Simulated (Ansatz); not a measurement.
# C2H9NOSi: up Jacob's ladder to CCSD(T)

The task here is to estimate one member of a computed series from the others.

Method: functionals in def2-TZVPP, the program's frozen cores in correlated methods; program: Ansatz 0.2.0, Gaussian basis.

Levels to be run: PBE-D4, r2SCAN-D4, PBE0-D4, B3LYP-D4, ωB97X-V, ωB97M-V, B2PLYP; CCSD(T)/def2-TZVPP; MP2/def2-QZVPP; extrapolation to the limit.

### The geometry

The geometry comes from an earlier relaxation with PBE0-D4 in a triple-zeta def2 set; it is a stationary point, not always the lowest conformer.

SMILES `CN[SiH](C)O`, 14 atoms, charge 0, spin multiplicity 1.

Atoms are counted from 1 here; the program's logs count them from 0.

Bond lengths: C1–N2 1.445 Å, C1–H6 1.097 Å, C1–H7 1.095 Å, C1–H8 1.093 Å, N2–Si3 1.710 Å, N2–H9 1.006 Å, Si3–C4 1.857 Å, Si3–O5 1.653 Å, Si3–H10 1.491 Å, C4–H11 1.092 Å, C4–H12 1.093 Å, C4–H13 1.092 Å, O5–H14 0.958 Å. Angles: N2–C1–H6 113.0°, N2–C1–H7 111.8°, N2–C1–H8 109.7°, H6–C1–H7 107.9°, H6–C1–H8 107.3°, H7–C1–H8 106.8°, C1–N2–Si3 126.0°, C1–N2–H9 114.6°, Si3–N2–H9 118.5°, N2–Si3–C4 114.4°, N2–Si3–O5 112.0°, N2–Si3–H10 103.7°, C4–Si3–O5 103.4°, C4–Si3–H10 112.0°, O5–Si3–H10 111.6°, Si3–C4–H11 110.8°, Si3–C4–H12 110.8°, Si3–C4–H13 110.8° and more.

Set-up of the first run:

in.yaml reads:

```yaml
crystal:
  periodic: [false, false, false]
  atoms:
    - {symbol: C, position_ang: [-0.976004, 1.625132, 0.330825]}
    - {symbol: N, position_ang: [0.359034, 1.076323, 0.404977]}
    - {symbol: Si, position_ang: [0.861414, -0.434342, -0.219505]}
    - {symbol: C, position_ang: [-0.190850, -1.871807, 0.306489]}
    - {symbol: O, position_ang: [0.777589, -0.481731, -1.870034]}
    - {symbol: H, position_ang: [-1.518320, 1.561677, 1.282244]}
    - {symbol: H, position_ang: [-0.968415, 2.674021, 0.016034]}
    - {symbol: H, position_ang: [-1.558622, 1.076576, -0.413076]}
    - {symbol: H, position_ang: [0.983137, 1.574889, 1.016489]}
    - {symbol: H, position_ang: [2.266114, -0.565410, 0.262128]}
    - {symbol: H, position_ang: [-0.157910, -1.999772, 1.390905]}
    - {symbol: H, position_ang: [-1.232956, -1.718803, 0.013307]}
    - {symbol: H, position_ang: [0.152615, -2.796934, -0.162166]}
    - {symbol: H, position_ang: [1.190275, 0.250981, -2.329916]}
basis:
  gaussian: {orbitals: def2-TZVPP}
hamiltonian: {xc: pbe, dispersion: d4}
output: {forces: true, orbitals: {seedname: orbitals}}
```

Command:

```bash
$ ansatz run in.yaml --threads 4 --pin off --events-out ev --progress --plain --max-ram 10444MiB
```

Steps of the session up to this table: PBE-D4 (GGA); r2SCAN-D4 (meta-GGA); PBE0-D4 (hybrid); B3LYP-D4 (hybrid); ωB97X-V (range-separated); ωB97M-V (range-separated); B2PLYP (double hybrid); CCSD(T) in def2-TZVPP; MP2 in def2-QZVPP.

One of the session's tables, all rows but one given; the rest of the session is left out.

| method | atomisation energy (kJ/mol) |
| --- | --- |
| PBE-D4 | 5303.5 |
| r2SCAN-D4 | 5235.8 |
| PBE0-D4 | 5228.3 |
| B3LYP-D4 | 5248.6 |
| ωB97X-V | 5258.6 |
| ωB97M-V | 5261.9 |
| B2PLYP | 5190.3 |
| HF/def2-TZVPP | 3831.4 |
| MP2/def2-TZVPP | 5167.0 |
| CCSD/def2-TZVPP | 5048.0 |
| CCSD(T)/def2-TZVPP | 5111.6 |
| MP2/CBS | ? |
| CCSD(T)/CBS | 5252.0 |

Q: Estimate the row for MP2/CBS from the others.

**Answer.** atomisation energy (kJ/mol): 5307.3. In the column «atomisation energy (kJ/mol)» it is the highest.

To keep in mind: Free atoms (2 C, 1 N, 1 Si, 1 O, 9 H) were run apart at each level; the atomisation energy is their sum less the molecule, without zero-point or spin-orbit terms.
